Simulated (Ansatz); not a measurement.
# Be₂H₂ (singlet): wave-function methods side by side at scale of all distances = 1.741, cc-pVDZ

How much of the correlation energy of Be₂H₂ (singlet) does each wave-function method recover here?

The runs use Ansatz 0.2.0, Gaussian basis; cc-pVDZ, core rule «outside noble gas», up to 2 orbitals frozen.

The runs, in order: UHF; CCSD(T) on RHF; CCSD(T) on UHF; BCCD(T) on RHF; CISD; CCSDT(Q) on RHF; CCSDT(Q) on UHF; CASSCF and MRCISD+Q, 2 electrons in 2 orbitals; CASSCF and NEVPT2, 2 electrons in 2 orbitals; CASSCF and MRCISD+Q, 6 electrons in 10 orbitals; CASSCF and MRCISD+Q(relaxed), 6 electrons in 10 orbitals; CASSCF and NEVPT2, 6 electrons in 10 orbitals; Full CI.

16 further runs of the same task are left out: 12 that didn't finish, 4 set aside as unsound or not needed.

**1. The system**

The geometry derives from a PBE0/def2-TZVP stationary point (not a proven minimum). All distances are scaled together.

4 atoms, charge 0, spin multiplicity 1.

Atoms are counted from 1 here; the program's logs count them from 0.

No contacts short enough for the rule that draws bonds.

Coordinates:

```mol
Be2H2
  3D, bonds by distance, orders not assigned

  4  0  0  0  0  0  0  0  0  0999 V2000
    0.0000    0.0000    1.8328 Be  0  0
    0.0000    0.0000   -1.8328 Be  0  0
    0.0000    0.0000    4.1788 H   0  0
    0.0000    0.0000   -4.1788 H   0  0
M  END
```

**2. UHF**

File in.yaml:

```yaml
crystal:
  periodic: [false, false, false]
  atoms:
    - {symbol: Be, position_ang: [0.000000, 0.000000, 1.832803]}
    - {symbol: Be, position_ang: [0.000000, 0.000000, -1.832803]}
    - {symbol: H, position_ang: [0.000000, 0.000000, 4.178832]}
    - {symbol: H, position_ang: [0.000000, 0.000000, -4.178832]}
basis:
  gaussian: {orbitals: cc-pVDZ}
magnetization: {spin_polarized: true, initial_magnetization: 0}
hamiltonian: {xc: hf}
output: {orbitals: {seedname: orbitals}}
```

Launch:

```bash
$ ansatz run in.yaml --threads 1 --pin off --events-out ev --progress --plain --max-ram 2393MiB
```

The runs that follow: CCSD(T) on RHF; CCSD(T) on UHF; BCCD(T) on RHF; CISD; CCSDT(Q) on RHF; CCSDT(Q) on UHF; CASSCF and MRCISD+Q, 2 electrons in 2 orbitals; CASSCF and NEVPT2, 2 electrons in 2 orbitals; CASSCF and MRCISD+Q, 6 electrons in 10 orbitals; CASSCF and MRCISD+Q(relaxed), 6 electrons in 10 orbitals; CASSCF and NEVPT2, 6 electrons in 10 orbitals; Full CI.

Before running them: what should the planned runs give, taken together? Wanted: FCI below the RHF energy; RMP2 from FCI; UMP2 from FCI; RCCSD from FCI; RCCSD(T) from FCI; UCCSD(T) from FCI; RCCSDT(Q) from FCI; UCCSDT(Q) from FCI; NEVPT2 pair from FCI.

**Answer**, as computed:

```
                         quantity                                                                   value
         FCI below the RHF energy                                                              -4.5291 eV
                    RMP2 from FCI                                                           +185.9 kJ/mol
                    UMP2 from FCI                                                           +131.7 kJ/mol
                   RCCSD from FCI                                                            +38.0 kJ/mol
                RCCSD(T) from FCI                                                            +10.0 kJ/mol
                UCCSD(T) from FCI                                                            +14.7 kJ/mol
               RCCSDT(Q) from FCI                                                             -0.9 kJ/mol
               UCCSDT(Q) from FCI                                                             +7.3 kJ/mol
             NEVPT2 pair from FCI                                                           +155.7 kJ/mol
           MRCISD+Q pair from FCI                                                             -7.6 kJ/mol
          NEVPT2 valence from FCI                                                            +15.1 kJ/mol
levels within 1 kcal/mol (43 meV)  RCCSDT(Q), MRCISD valence, MRCISD+Q valence, MRCISD+Q(relaxed) valence
                    T1 diagnostic                                                                   0.061
   effectively unpaired electrons                                                                    1.64
```

**Reading.** RCCSD(T) misses by +10.0 kJ/mol, 2.3 % of the correlation energy. CCSD(T) misses by +10.0 kJ/mol on the restricted determinant and by +14.7 kJ/mol on the unrestricted one; the two need not hold the same state or core. RCCSDT, RCCSDT(Q), MRCISD+Q pair, MRCISD+Q(relaxed) valence fall below full CI, which methods that aren't variational can do. The occupations show strong static correlation (1.6 unpaired electrons where one determinant has 0). Coupled cluster on one determinant still stays close here. Of the multireference levels listed MRCISD+Q(relaxed) valence comes nearest in total energy (-0.3 kJ/mol), which doesn't show that its space is the better one. These misses are within one basis, not against nature.
